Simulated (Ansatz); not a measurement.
# C2H4SSi: short molecular-dynamics run from a Python script

How does C2H4SSi move over a short run? The task is a short molecular-dynamics run, for C2H4SSi.

Program: Ansatz 0.2.0 through its Python package. Level of theory: PBE0/def2-SVP. These are calculated values, not measurements.

## 1. Starting point

Bond lengths: S1–C2 1.582 Å, C2–C3 1.277 Å, C2–Si4 1.731 Å, C3–Si4 1.749 Å, S1–H5 1.390 Å, C3–H6 1.091 Å, Si4–H7 1.445 Å, Si4–H8 1.504 Å. Angles: S1–C2–C3 139.3°, S1–C2–Si4 151.3°, C3–C2–Si4 69.2°, C2–S1–H5 100.6°, C2–C3–Si4 67.7°, C2–C3–H6 141.7°, Si4–C3–H6 150.2°, C2–Si4–C3 43.1°, C2–Si4–H7 123.6°, C2–Si4–H8 117.1°, C3–Si4–H7 114.4°, C3–Si4–H8 108.0°, H7–Si4–H8 119.3°.

The script holds or builds the structure itself.

## 2. The code

run_md.py reads:

```python
"""A short Born-Oppenheimer trajectory of C2H4SSi."""

import warnings

import ansatz as az
import numpy as np


def main() -> None:
    warnings.simplefilter("ignore", az.DeckWarning)

    geometry_ang = [
        ("S", [-0.5472, 2.0808, 0.1783]),
        ("C", [-0.0913, 0.5664, 0.2012]),
        ("C", [0.5233, -0.2491, 0.9685]),
        ("Si", [0.0985, -0.973, -0.5662]),
        ("H", [-1.1914, 2.1346, -1.0518]),
        ("H", [1.0427, -0.2977, 1.927]),
        ("H", [1.2286, -1.3185, -1.397]),
        ("H", [-0.9711, -2.0005, -0.3158]),
    ]
    geometry = az.Crystal.molecule()
    for symbol, xyz in geometry_ang:
        geometry = geometry.atom(symbol, xyz)

    calculation = (
        geometry.calculation()
        .basis(gaussian="def2-SVP")
        .functional("PBE0")
    )
    symbols = [site.symbol for site in geometry.cartesian_sites]
    start = np.array([site.position_ang for site in geometry.cartesian_sites], dtype=float)
    rep = calculation.relax(force_tolerance=0.02).run(threads=1).report
    end = np.array(rep["positions_ang"])
    minimum = az.Crystal.molecule()
    for symbol, place in zip(symbols, end):
        minimum = minimum.atom(symbol, place.tolist())

    # dynamics from the relaxed geometry
    calculation = (
        minimum.calculation()
        .basis(gaussian="def2-SVP")
        .functional("PBE0")
        .md("nvt_langevin", timestep=0.25, steps=30, temperature=300, initial_velocities="maxwell_boltzmann", seed=60, friction=0.01)
    )
    frames = []
    res = calculation.session().plan().execute(on_event=lambda e: frames.append(e["data"]) if e["event"] == "md_step" else None)
    print("t (fs)   E_pot (eV)      E_kin (eV)   T (K)   d(0-1) (A)")
    for f in frames[::2]:
        xyz = np.array(f["positions_ang"])
        print(f"{f['time_fs']:6.2f} {f['lagrangian_ev']:14.5f} {f['e_kin_ev']:10.5f} {f['temperature_k']:8.1f} {np.linalg.norm(xyz[0] - xyz[1]):9.4f}")
    print("mean temperature", round(float(np.mean([f["temperature_k"] for f in frames])), 1), "K")


if __name__ == "__main__":
    main()
```

## 3. What the engine is handed

The package turns the script's settings into the engine's input (first run):

```yaml
crystal:
  periodic: [false, false, false]
  atoms:
    - { symbol: S, position_ang: [-0.5472, 2.0808, 0.1783] }
    - { symbol: C, position_ang: [-0.0913, 0.5664, 0.2012] }
    - { symbol: C, position_ang: [0.5233, -0.2491, 0.9685] }
    - { symbol: Si, position_ang: [0.0985, -0.973, -0.5662] }
    - { symbol: H, position_ang: [-1.1914, 2.1346, -1.0518] }
    - { symbol: H, position_ang: [1.0427, -0.2977, 1.927] }
    - { symbol: H, position_ang: [1.2286, -1.3185, -1.397] }
    - { symbol: H, position_ang: [-0.9711, -2.0005, -0.3158] }
basis:
  gaussian:
    orbitals: def2-SVP
hamiltonian:
  xc: pbe0
relax:
  f_tol: 0.02
```

## 4. Launch

Started as:

```
python run_md.py
```

Without the output at hand: what should come out? Wanted: moves of the relaxation of run 1; energy gained in run 1; last largest force component of run 1; mean temperature, second half; farthest move.

As calculated:

| quantity | value |
| --- | --- |
| runs compared | 2 |
| moves of the relaxation of run 1 | 6 |
| energy gained in run 1 | 0.984 eV |
| last largest force component of run 1 | 0.0075 eV/Å |
| length of the run | 30 steps, 8 fs |
| mean temperature, second half | 127 K |
| farthest move | 0.14 Å |

Run 1: The relaxation took 6 moves; the largest shift is 0.220 Å, of atom 8 (H). The temperature swings between 104 and 278 K, with a mean of 127 K in the second half; from a start near a minimum about half of the kinetic energy passes into potential energy. A run of 8 fs is far too short for averages. Reading the output:
- The trajectory is only some femtoseconds long, and gives no averages; where the script doesn't relax first, it starts from a rough generated geometry.
- The printed temperature counts all 3N degrees of freedom under Langevin dynamics, so the first row lies under the target.
